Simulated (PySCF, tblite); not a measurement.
# C₅H₁₃FSSi: geometry, infrared bands and NMR shifts

What infrared bands and NMR shifts should C₅H₁₃FSSi (`CCSC[C@H](C)[SiH2]F`) show?

Computed with tblite 0.8.0 and PySCF 2.14.0, with density-fitted response routines of our own, on a single molecule in the gas phase. Atoms are numbered from 0 throughout.

**1. The starting structure**

21 atoms, charge 0, multiplicity 1; geometry from: force field or distance geometry start.

Bonds of the start (Å): C0–C1 1.52, C1–S2 1.81, S2–C3 1.84, C3–C4 1.56, C4–C5 1.54, C4–Si6 1.92, Si6–F7 1.61, C0–H8 1.10, C0–H9 1.09, C0–H10 1.09, C1–H11 1.10, C1–H12 1.11, C3–H13 1.09, C3–H14 1.10, C4–H15 1.10, C5–H16 1.10, C5–H17 1.10, C5–H18 1.09, Si6–H19 1.47, Si6–H20 1.49.

**2. Geometry optimisation with GFN2-xTB**

What the job is given:

```
{"job": {"kind": "relax", "xc": "GFN2-xTB", "basis": "xTB"}, "charge": 0, "multiplicity": 1}
C      2.804200     0.451800     0.263400
C      2.151800    -0.906500     0.081700
S      1.173800    -1.055600    -1.428900
C     -0.132400     0.215700    -1.152400
C     -1.042200    -0.041300     0.084700
C     -1.789100    -1.383500    -0.005400
Si    -2.256200     1.431300     0.314100
F     -1.358300     2.756100     0.486400
H      2.055800     1.231400     0.448000
H      3.461900     0.440300     1.134800
H      3.388300     0.733100    -0.612400
H      2.942800    -1.669900     0.028500
H      1.539700    -1.168200     0.970300
H     -0.735700     0.228200    -2.059700
H      0.353300     1.196000    -1.085500
H     -0.435400    -0.039800     1.001200
H     -2.457500    -1.512200     0.854500
H     -1.089800    -2.233300     0.008900
H     -2.387300    -1.449900    -0.909700
H     -3.125700     1.565200    -0.868000
H     -3.070900     1.228200     1.548700
```

The run is started by

```
OMP_NUM_THREADS=1 python probes_run.py task.json out
```

This one command runs all jobs of the session in turn.

**Question.** This job is followed by: GFN2-xTB harmonic vibrations, gas phase; GIAO PBE0/pcSseg-1 NMR shielding, non-relativistic, gas phase. Predict these results of the whole session: strongest single infrared mode (GFN2-xTB); zero-point energy (GFN2-xTB); 13C shifts against TMS (PBE0/pcSseg-1); 1H shifts against TMS (PBE0/pcSseg-1, means over atoms taken as alike); 33S shifts against CS2 (PBE0/pcSseg-1); 29Si shifts against TMS (PBE0/pcSseg-1); 19F shifts against CFCl3 (PBE0/pcSseg-1).

**Answer**, as computed:

| quantity | value |
| --- | --- |
| strongest single infrared mode (GFN2-xTB) | 2335 cm⁻¹, 379 km/mol |
| zero-point energy (GFN2-xTB) | 105.5 kcal/mol |
| 13C shifts against TMS (PBE0/pcSseg-1) | 34.6, 27.4, 20.3, 15.4, 10.4 ppm |
| 1H shifts against TMS (PBE0/pcSseg-1, means over atoms taken as alike) | 5.18, 4.88, 3.47, 2.75, 2.13, 1.82, 1.34, 1.32, 1.07 ppm |
| 33S shifts against CS2 (PBE0/pcSseg-1) | -12 ppm |
| 29Si shifts against TMS (PBE0/pcSseg-1) | 8.8 ppm |
| 19F shifts against CFCl3 (PBE0/pcSseg-1) | -228.5 ppm |

**Reading.** Over 102 steps the energy fell by 0.134 eV; of the close pairs, Si6–H20 changed most, 1.493 to 1.454 Å. All 57 modes are real, so the xTB geometry is a minimum. The strongest single mode, at 2335 cm⁻¹, moves mainly H19 and H20. GFN2-xTB is a fitted tight-binding method: band positions and strengths are rough. Its intensities can rank the bands wrongly. At PBE0/pcSseg-1: The largest span, 309 ppm, is at S2, where the paramagnetic term is -542 ppm.
